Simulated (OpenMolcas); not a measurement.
**C6H5F (fluorobenzene): CCSD(T)/6-31G**

What is the vertical singlet–triplet gap of C6H5F (fluorobenzene) at CCSD(T)/6-31G? 

The calculation is run with OpenMolcas 26.06.

2 further runs of the same task are left out: 1 for a known fault of the program, 1 that didn't finish.

### 1 Starting point

C6H5F has 12 atoms, charge 0, and is taken as a singlet. SMILES: `Fc1ccccc1`. The coordinates come from a GFN2-xTB relaxation.

Bond lengths: F1–C2 1.350 Å, C2–C3 1.383 Å, C3–C4 1.384 Å, C4–C5 1.385 Å, C5–C6 1.385 Å, C2–C7 1.383 Å, C6–C7 1.384 Å, C3–H8 1.079 Å, C4–H9 1.079 Å, C5–H10 1.079 Å, C6–H11 1.080 Å, C7–H12 1.079 Å. Some angles: F1–C2–C3 118.9°, F1–C2–C7 119.0°, C3–C2–C7 122.1°, C2–C3–C4 118.6°, C3–C4–C5 120.3°, C4–C5–C6 120.2°, C5–C6–C7 120.3°, C2–C7–C6 118.5°, C2–C3–H8 119.8°, C4–C3–H8 121.6°.

### 2 The energy at CCSD(T)/6-31G

The input, geom.xyz:

```xyz
12

F      0.374450    -2.662390    -0.049160
C      0.186220    -1.325420    -0.025080
C     -0.746210    -0.797030     0.848520
C     -0.932810     0.574050     0.867720
C     -0.196350     1.390650     0.025270
C      0.733180     0.840370    -0.841630
C      0.933010    -0.528820    -0.873400
H     -1.307420    -1.453220     1.495020
H     -1.655880     1.004840     1.543250
H     -0.346420     2.459370     0.045300
H      1.307050     1.478470    -1.496590
H      1.651180    -0.980860    -1.539210
```

The input, job.input:

```
&GATEWAY
  BASLIB
  $CurrDir
  COORD
  geom.xyz
  BASIS
  6-31G
  GROUP
  NoSym

&SEWARD

&SCF
  PRORBITALS
  0

&RASSCF
  FILEORB
  $Project.ScfOrb
  SPIN
  1
  NACTEL
  0 0 0
  INACTIVE
  25
  RAS2
  0
  OUTORBITALS
  Canonical
  ORBLISTING
  Nothing

&MOTRA
  JOBIPH
  FROZEN
  7

&CCSDT
  CCT
  TRIPLES
  2
  ITERATIONS
  50
  EXTRAPOLATION
  5 4
```

The basis set 6-31G is read from a file made from the Basis Set Exchange's data (not shown).

Command:

```sh
$ export MOLCAS_MEM=1860
$ pymolcas job.input > job.log
```

The program printed:

```text
--- Start Module: gateway ---
[...]
--- Stop Module: gateway /rc=_RC_ALL_IS_WELL_ ---
[...]
      Basis functions           73
[...]
       Convergence after  11 Iterations
[...]
::    Total SCF energy                               -329.4483172943
[...]
      Total spin, S                                     0.0000000000
[...]
      Number of active orbitals                  0
[...]
      Spin quantum number                      0.0
[...]
      Active orbitals                            0
[...]
      Number of CSFs                             1
[...]
      Number of root(s) required                 1
[...]
      Convergence after  4 iterations
[...]
      Natural orbitals and occupation numbers for root  1
      ************************************************************************************************************************
      *                                                    Final results                                                     *
      ************************************************************************************************************************
[...]
::    RASSCF root number  1 Total energy:   -329.44831729
[...]
      Total electronic charge=   50.000000
      Total            charge=   -0.000000
[...]
      Dipole Moment (debye):
      Origin of the operator (angstrom)=    0.0675   -0.4811   -0.0090
                   X= -3.1891E-01               Y=  2.2778E+00               Z=  4.3517E-02           Total=  2.3004E+00
      Quadrupole Moment (debye*angstrom):
[...]
--- Start Module: motra ---
[...]
      *** WARNING: Default frozen orbitals is overwritten by user input.
      *** Default values:   7
[...]
--- Stop Module: motra /rc=_RC_ALL_IS_WELL_ ---
--- Start Module: ccsdt ---
[...]
      Convergence after                    17  Iterations
      Total energy (diff) :    -330.11702619      -0.00000000
[...]
 METHOD                       : CCSD+T(CCSD)+<T3(1)WT1> = CCSD(T)
[...]
       CCSD     =      -330.1170261883103
[...]
--- Stop Module: ccsdt /rc=_RC_ALL_IS_WELL_ ---
[...]
```

Run time: 65 s. Hardware: 1 thread of Arm Neoverse V1, shared host; peak memory 0.42 GiB.

### 3 The triplet

geom.xyz is that of step 2.

The input, job.inp:

```
&gateway
 baslib=$CurrDir
 coord=geom.xyz
 basis=6-31G
 group=NoSym

&seward

&scf
 uhf
 spin=3
 prorbitals=0

&rasscf
 fileorb=$Project.UnaOrb
 spin=3
 nactel=2 0 0
 inactive=24
 ras2=2
 outorbitals=Canonical
 orblisting=Nothing

&motra
 jobiph
 frozen=7

&ccsdt
 cct
 triples=3
 iterations=50
 extrapolation=5 4
```

The basis set 6-31G is read from a file made from the Basis Set Exchange's data (not shown).

Command:

```sh
$ export MOLCAS_MEM=1860
$ pymolcas job.inp > job.log
```

The program printed:

```text
--- Start Module: gateway ---
[...]
--- Stop Module: gateway /rc=_RC_ALL_IS_WELL_ ---
[...]
      Basis functions           73
[...]
       Convergence after  30 Iterations
[...]
::    Total SCF energy                               -329.2627466544
[...]
      Total spin, S                                     1.0067997595
[...]
      Number of active orbitals                  2
[...]
      Spin quantum number                      1.0
[...]
      Active orbitals                            2
[...]
      Number of CSFs                             1
[...]
      Number of root(s) required                 1
[...]
      Convergence after 40 iterations
[...]
      printout of CI-coefficients larger than  0.05 for root  1
      energy=    -329.289596
      conf/sym  11     Coeff  Weight
             1  uu   1.00000 1.00000
      Natural orbitals and occupation numbers for root  1
      sym 1:   1.000000   1.000000
      ************************************************************************************************************************
      *                                                    Final results                                                     *
[...]
::    RASSCF root number  1 Total energy:   -329.28959600
[...]
      Total electronic charge=   50.000000
      Total            charge=   -0.000000
[...]
      Dipole Moment (debye):
      Origin of the operator (angstrom)=    0.0675   -0.4811   -0.0090
                   X= -4.4033E-01               Y=  2.1797E+00               Z=  1.7769E-01           Total=  2.2308E+00
      Quadrupole Moment (debye*angstrom):
[...]
--- Start Module: motra ---
[...]
      *** WARNING: Default frozen orbitals is overwritten by user input.
      *** Default values:   7
[...]
--- Stop Module: motra /rc=_RC_ALL_IS_WELL_ ---
--- Start Module: ccsdt ---
[...]
      Convergence after                    29  Iterations
      Total energy (diff) :    -329.94773308      -0.00000008
[...]
 METHOD                       : CCSD+T(CCSD)+<T3(1)WT1>+<T3(1)UT2> = CCSD(T)
[...]
       CCSD     =      -329.9477330756406
[...]
--- Stop Module: ccsdt /rc=_RC_ALL_IS_WELL_ ---
[...]
```

Run time: 1.7 min. Hardware: 1 thread of Arm Neoverse V1, shared host; peak memory 0.42 GiB.

### 4 What came out

Level: CCSD(T)/6-31G, 7 core orbitals frozen.

| quantity | value |
| --- | --- |
| singlet: total energy | -330.14018 Eh |
| singlet: dipole moment (mean-field density) | 2.30 D |
| singlet: HOMO energy (Hartree–Fock orbitals) | -9.35 eV |
| singlet: LUMO energy (Hartree–Fock orbitals) | 3.52 eV |
| singlet: HOMO–LUMO gap (Hartree–Fock orbitals) | 12.87 eV |
| singlet: correlation energy (7 core orbitals frozen) | -691.9 mEh |
| singlet: (T) correction | -23.15 mEh |
| triplet: total energy | -329.97050 Eh |
| triplet: (T) correction | -22.77 mEh |
| vertical energy of the triplet above the singlet | 4.617 eV |

What this shows: At this shape the triplet lies 4.62 eV (106 kcal/mol) above the singlet. The triples (singlet) make up 3.3 % of the correlation energy.
